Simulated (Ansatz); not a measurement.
ZnS, space group P6_3mc, a relaxation of cell and ions

With Ansatz 0.2.0, Python API.

Run as a notebook:

```python
import ansatz as az
from ase.data import atomic_numbers
import matplotlib.pyplot as plt
import numpy as np
import spglib
```

```python
config = {
    "xc": "PBE",
    "mesh": (6, 6, 2),
    "force_tol": 0.05,
}
```

```python
def edges_and_angles(cell):
    cell = np.asarray(cell)
    a, b, c = np.linalg.norm(cell, axis=1)
    cosines = cell[1] @ cell[2] / (b * c), cell[0] @ cell[2] / (a * c), cell[0] @ cell[1] / (a * b)
    return (a, b, c, *np.degrees(np.arccos(cosines)))
```

```python
system = (
    az.Lattice.of((3.8227, 0.0, 0.0), (-1.91135, 3.31055531, 0.0), (0.0, 0.0, 12.52))
    .atom("Zn", (0.0, 0.0, 0.0))
    .atom("Zn", (0.0, 0.0, 0.5))
    .atom("Zn", (1 / 3, 2 / 3, 0.25))
    .atom("Zn", (2 / 3, 1 / 3, 0.75))
    .atom("S", (0.0, 0.0, 0.1875))
    .atom("S", (0.0, 0.0, 0.6875))
    .atom("S", (1 / 3, 2 / 3, 0.4375))
    .atom("S", (2 / 3, 1 / 3, 0.9375))
)

system.resolved().sites[-1]
```

    Site(symbol='S', position=(0.6666666666666666, 0.3333333333333333, 0.9375), moment=None, axis=None, held=None, saved=None)

```python
# a pressure is positive in compression
base = (
    system.calculation()
    .functional(config["xc"])
    .kpoints(*config["mesh"])
    .occupations(az.OccupationsMethod.FIXED)
    .relax(force_tolerance=config["force_tol"], max_steps=100, pressure=1, stress_tolerance=0.1)
    .band_table()
)
steps = []
```

```python
def follow(event):
    if event["event"] != "relax_step":
        return
    row = event["data"]
    steps.append(row)
    print(f"step {row['step']:3d}  E = {row['lagrangian_ev']:.5f} eV  largest force component = {row['allowed_force_max_ev_ang']:.4f} eV/A  P = {row['pressure_gpa']:.3f} GPa")
```

```python
outcome = base.session().plan(threads=1).execute(on_event=follow)
summary = outcome.report
```

    DeckWarning: basis.ecutwfc = 420 eV, auto-derived from the records' recommended cutoffs: set by Zn (normal level)
    step   1  E = -16890.90834 eV  largest force component = 0.0439 eV/A  P = 1.336 GPa
    step   2  E = -16890.91169 eV  largest force component = 0.0195 eV/A  P = 1.129 GPa
    step   3  E = -16890.91349 eV  largest force component = 0.0047 eV/A  P = 0.998 GPa
    step   4  E = -16890.91378 eV  largest force component = 0.0047 eV/A  P = 0.999 GPa

```python
outcome.lattice.cell_ang
```

    array([[ 3.82952974e+00, -2.52751140e-19,  6.80281888e-34],
           [-1.91476487e+00,  3.31647004e+00,  2.98095569e-34],
           [ 2.22804019e-33,  2.41371021e-33,  1.25318316e+01]])

```python
first, last = steps[0], steps[-1]
symbols = [site.symbol for site in outcome.lattice.sites]
print(f"energy gained {first['lagrangian_ev'] - last['lagrangian_ev']:.4f} eV in {len(steps) - 1} steps")
for label, vectors in (("before", first["cell_ang"]), ("after", outcome.lattice.cell_ang)):
    print(label, "a b c (A) {:.4f} {:.4f} {:.4f}  angles {:.2f} {:.2f} {:.2f}".format(*edges_and_angles(vectors)), f" V = {abs(np.linalg.det(vectors)):.3f} A^3")
print("final stress xx yy zz (GPa, compression positive):", np.round(np.diag(summary["stress_gpa"]), 3) + 0.0)
```

    energy gained 0.0054 eV in 3 steps
    before a b c (A) 3.8227 3.8227 12.5200  angles 90.00 90.00 120.00  V = 158.444 A^3
    after a b c (A) 3.8295 3.8295 12.5318  angles 90.00 90.00 120.00  V = 159.161 A^3
    final stress xx yy zz (GPa, compression positive): [1.005 1.005 0.985]

```python
print("relaxed fractional positions")
for site in outcome.lattice.sites:
    print(f"  {site.symbol:2s}", " ".join(f"{v % 1:8.5f}" for v in np.round(site.position_frac, 5)))

change = np.array(last["positions_ang"]) @ np.linalg.inv(last["cell_ang"]) - np.array(first["positions_ang"]) @ np.linalg.inv(first["cell_ang"])
moved = np.linalg.norm(change @ np.array(last["cell_ang"]), axis=1)
print("displacement within the cell, strain taken out (A):", " ".join(f"{s}:{d:.3f}" for s, d in zip(symbols, moved)))
```

    relaxed fractional positions
      Zn  0.00000  0.00000  0.00006
      Zn  0.00000  0.00000  0.50006
      Zn  0.33333  0.66667  0.25003
      Zn  0.66667  0.33333  0.75003
      S   0.00000  0.00000  0.18728
      S   0.00000  0.00000  0.68728
      S   0.33333  0.66667  0.43763
      S   0.66667  0.33333  0.93763
    displacement within the cell, strain taken out (A): Zn:0.001 Zn:0.001 Zn:0.000 Zn:0.000 S:0.003 S:0.003 S:0.002 S:0.002

```python
fig, (top, bottom) = plt.subplots(2, 1, sharex=True, figsize=(4.5, 4))
top.plot([s["lagrangian_ev"] - last["lagrangian_ev"] for s in steps], "o-")
top.set_ylabel("E - E(final) (eV)")
bottom.semilogy([max(s["allowed_force_max_ev_ang"], 1e-6) for s in steps], "s-")
bottom.set(xlabel="step", ylabel="largest force (eV/A)")
fig.tight_layout()
fig.savefig("relax.png", dpi=100)

fractions = [site.position_frac for site in outcome.lattice.sites]
numbers = [atomic_numbers[s] for s in symbols]
for tolerance in (1e-3, 1e-2, 1e-1):
    print(f"space group at {tolerance} A:", spglib.get_spacegroup((outcome.lattice.cell_ang, fractions, numbers), symprec=tolerance))
```

    space group at 0.001 A: P6_3mc (186)
    space group at 0.01 A: P6_3mc (186)
    space group at 0.1 A: P6_3mc (186)

```python
n_atoms = len(summary["lattice"]["sites"])
print("F =", round(summary["free_energy_ev"], 4), "eV for", n_atoms, "atoms")
print("E(sigma -> 0) =", round(summary["energy_sigma0_ev"], 4), "eV, TS =", round(summary["entropy_ts_ev"], 5), "eV")
print("closed by", summary["closed_by"], "after", summary["n_iterations"], "iterations")

# band edges over the mesh points; the true edges can lie between them
levels = np.array(summary["eigenvalues_ev"])
filled = round(summary["n_electrons"] / 2)
top, bottom = levels[:, filled - 1], levels[:, filled]
print("top of band", filled, "at k =", summary["kpoints_frac"][top.argmax()], f"{top.max():.4f} eV")
print("bottom of band", filled + 1, "at k =", summary["kpoints_frac"][bottom.argmin()], f"{bottom.min():.4f} eV")
print(f"gap by band count {bottom.min() - top.max():.3f} eV, least direct gap {(bottom - top).min():.3f} eV")
```

    F = -16890.9138 eV for 8 atoms
    E(sigma -> 0) = -16890.9138 eV, TS = 0.0 eV
    closed by deck_thresholds after 6 iterations
    top of band 36 at k = [0.0, 0.0, 0.0] 5.6866 eV
    bottom of band 37 at k = [0.0, 0.0, 0.0] 7.7944 eV
    gap by band count 2.108 eV, least direct gap 2.108 eV

Reading the output:
- Absolute energies stand on the zero of these potentials, so only differences at equal settings mean something. A total without «per atom» is that of the whole cell that was run.
- Semilocal gaps usually lie well under measured ones.
- The computed bands are complete only to about 6.0 eV above the Fermi level.
- Part of the cell is held or a pressure is applied, so the end point needn't be the zero-pressure lattice.
- At a fixed pressure a relaxation lowers the enthalpy F + PV, while F alone can rise.
- With fixed filling the reported Fermi level is the top filled level among the k-points of the SCF.
- Energies along a relaxation are free energies. Rows at an unchanged volume are solved on a plane-wave basis chosen afresh for that cell, so the energy can jump there; the script counts such rows among its steps.
- Symmetry holds the cell in this phase, whether or not it is the stable one at this pressure.
- The starting cell is as deposited in a crystallographic database; the results hold for this polymorph, which needn't be the stable one.
- Gaps and levels are Kohn-Sham values on a finite set of k-points.
- Warnings are shown shortened and without file and line.
- Wall time of the script: 40 s on 1 thread of Intel(R) Xeon(R) Platinum 8259CL CPU @ 2.50GHz (Skylake/Cascade Lake), on a shared host, peak memory 0.54 GiB.
